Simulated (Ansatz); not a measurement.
# Cl₂H₄OSi₂: a ladder of functionals and wavefunction methods

The task here is to estimate one member of a computed series from the others.

The runs use Ansatz 0.2.0, Gaussian basis; functionals in def2-TZVPP, the program's frozen cores in correlated methods.

Levels to be run: LDA (SPW92), PBE-D4, revPBE-D4, BLYP-D4, r2SCAN-D4, B97M-V, PBE0-D4, B3LYP-D4, r2SCANh-D4, r2SCAN0-D4, HSE06-D4, BHLYP-D4, CAM-B3LYP-D4, LC-ωPBE, ωB97X-V, ωB97M-V, B2PLYP, PBE-QIDH; CCSD(T)/def2-SVP; CCSD(T)/def2-TZVPP; MP2/def2-QZVPP; extrapolation to the limit; RPA on PBE.

## Structure used throughout

All runs share one geometry, relaxed beforehand with PBE0-D4 in a triple-zeta def2 set.

9 atoms, charge 0, spin multiplicity 1.

Atoms are counted from 1 here; the program's logs count them from 0.

Bond lengths: O1–Si2 1.628 Å, O1–H6 0.960 Å, Si2–Si3 2.329 Å, Si2–Cl4 2.055 Å, Si2–Cl5 2.055 Å, Si3–H7 1.484 Å, Si3–H8 1.485 Å, Si3–H9 1.485 Å. Angles: Si2–O1–H6 119.1°, O1–Si2–Si3 109.0°, O1–Si2–Cl4 110.1°, O1–Si2–Cl5 110.0°, Si3–Si2–Cl4 110.7°, Si3–Si2–Cl5 110.7°, Cl4–Si2–Cl5 106.3°, Si2–Si3–H7 108.0°, Si2–Si3–H8 109.3°, Si2–Si3–H9 109.3°, H7–Si3–H8 110.0°, H7–Si3–H9 110.0°, H8–Si3–H9 110.2°.

The first run:

Contents of in.yaml:

```yaml
crystal:
  periodic: [false, false, false]
  atoms:
    - {symbol: O, position_ang: [-1.582803, 1.098694, 0.101236]}
    - {symbol: Si, position_ang: [-0.238606, 0.504071, -0.597737]}
    - {symbol: Si, position_ang: [0.758974, -1.022233, 0.850912]}
    - {symbol: Cl, position_ang: [-0.711299, -0.393107, -2.385614]}
    - {symbol: Cl, position_ang: [1.057910, 2.034619, -1.046606]}
    - {symbol: H, position_ang: [-2.108195, 1.747352, -0.373078]}
    - {symbol: H, position_ang: [1.979153, -1.551690, 0.191735]}
    - {symbol: H, position_ang: [-0.190033, -2.130322, 1.127075]}
    - {symbol: H, position_ang: [1.123399, -0.333684, 2.114975]}
basis:
  gaussian: {orbitals: def2-TZVPP}
hamiltonian: {xc: lda}
output: {orbitals: {seedname: orbitals}}
```

Run with:

```bash
$ ansatz run in.yaml --threads 4 --pin off --events-out ev --progress --plain --max-ram 10444MiB
```

Steps of the session up to this table: LDA; PBE-D4 (GGA); revPBE-D4 (GGA); BLYP-D4 (GGA); r2SCAN-D4 (meta-GGA); B97M-V (meta-GGA); B3LYP-D4 (hybrid); r2SCANh-D4 (hybrid); r2SCAN0-D4 (hybrid); HSE06-D4 (hybrid); BHLYP-D4 (hybrid); CAM-B3LYP-D4 (range-separated); LC-ωPBE (range-separated); ωB97X-V (range-separated); ωB97M-V (range-separated); B2PLYP (double hybrid); PBE-QIDH (double hybrid).

One of the session's tables, all rows but one given; the rest of the session is left out.

It belongs to the step «Frontier levels by functional». 

```
  functional  HOMO (eV)  gap (eV)
 LDA (SPW92)      -7.44      6.08
      PBE-D4      -7.33      6.18
   revPBE-D4      -7.29      6.22
     BLYP-D4      -7.20      6.21
   r2SCAN-D4      -7.64      6.77
      B97M-V      -7.74      6.70
     PBE0-D4      -8.54      8.25
    B3LYP-D4      -8.33      7.87
  r2SCANh-D4      -8.07      7.50
  r2SCAN0-D4      -8.73      8.61
    HSE06-D4          ?         ?
    BHLYP-D4      -9.64     10.32
CAM-B3LYP-D4      -9.83     10.63
     LC-ωPBE     -11.14     13.06
     ωB97X-V     -10.81     12.62
     ωB97M-V     -10.57     12.09
```

Q: Estimate the row for HSE06-D4 from the others.

The run gave: HOMO (eV): -8.14; gap (eV): 7.48. In the column «HOMO (eV)» it lies between B3LYP-D4 (-8.33) and r2SCANh-D4 (-8.07).
